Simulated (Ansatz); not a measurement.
**The iron atom (quintet): wave-function methods side by side, def2-SVPD**

The task here is to estimate one member of a computed series from the others.

Program: Ansatz 0.2.0, Gaussian basis. Level of theory: def2-SVPD, core rule «outside noble gas», up to 9 orbitals frozen. These are calculated values, not measurements.

Plan: UHF; CCSD(T) on ROHF; CCSD(T) on UHF; CISD; CCSDT(Q) on ROHF; CCSDT(Q) on UHF; CASSCF and MRCISD+Q, 8 electrons in 6 orbitals; CASSCF and MRCISD+Q(relaxed), 8 electrons in 6 orbitals; CASSCF and NEVPT4(SD), 8 electrons in 6 orbitals; CASSCF and NEVPT2, 8 electrons in 6 orbitals; Full CI.

### The atom

A free atom, in its lowest state of this spin that the program finds.

1 atom, charge 0, spin multiplicity 5.

The first run:

in.yaml reads:

```yaml
crystal:
  periodic: [false, false, false]
  atoms:
    - {symbol: Fe, position_ang: [0.000000, 0.000000, 0.000000]}
basis:
  gaussian: {orbitals: def2-SVPD}
magnetization: {spin_polarized: true, initial_magnetization: 4}
hamiltonian: {xc: hf}
output: {orbitals: {seedname: orbitals}}
```

On the command line:

```console
> ansatz run in.yaml --threads 1 --pin off --events-out ev --progress --plain --max-ram 2393MiB
```

Among the steps run: UHF; CCSD(T) on ROHF; CCSD(T) on UHF; CISD; CCSDT(Q) on ROHF; CCSDT(Q) on UHF; CASSCF and MRCISD+Q, 8 electrons in 6 orbitals; CASSCF and MRCISD+Q(relaxed), 8 electrons in 6 orbitals; CASSCF and NEVPT4(SD), 8 electrons in 6 orbitals; CASSCF and NEVPT2, 8 electrons in 6 orbitals; Full CI.

One of the session's tables, all rows but one given; the rest of the session is left out.

| method | from FCI (kJ/mol) |
| --- | --- |
| ROHF | +336.9 |
| UHF | +325.5 |
| RMP2 | +52.6 |
| UMP2 | +45.6 |
| CISD | ? |
| RCCSD | +8.2 |
| UCCSD | +2.9 |
| RCCSD(T) | +0.6 |
| UCCSD(T) | -4.6 |
| RCCSDT | -0.5 |
| UCCSDT | -5.7 |
| RCCSDT(Q) | -0.1 |
| UCCSDT(Q) | -5.3 |
| FCI | 0 |

Q: Estimate the row for CISD from the others.

The run gave: from FCI (kJ/mol): +24.4. In the column «from FCI (kJ/mol)» it lies between RCCSD (+8.2) and UMP2 (+45.6).

Left out of the table: CASSCF valence, NEVPT2 valence, NEVPT4(SD) valence, MRCISD valence, MRCISD+Q valence (the active space lost an orbital or holds another state than full CI finds).

To keep in mind: Left out of the table: MRCISD+Q(relaxed) valence (another determinant or state than the rows shown). UCCSD(T), RCCSDT, UCCSDT, UCCSDT(Q) fall below full CI: unrestricted runs freeze a spin-polarised core, another one than full CI's, and coupled cluster isn't variational. Levels on UHF freeze UHF's core orbitals, full CI those of ROHF, so the U rows can settle a little off it for that reason alone. Restricted and unrestricted rows rest on different reference determinants; where their highest levels disagree by more than a few hundredths of an eV, they describe different states and don't form one ladder.
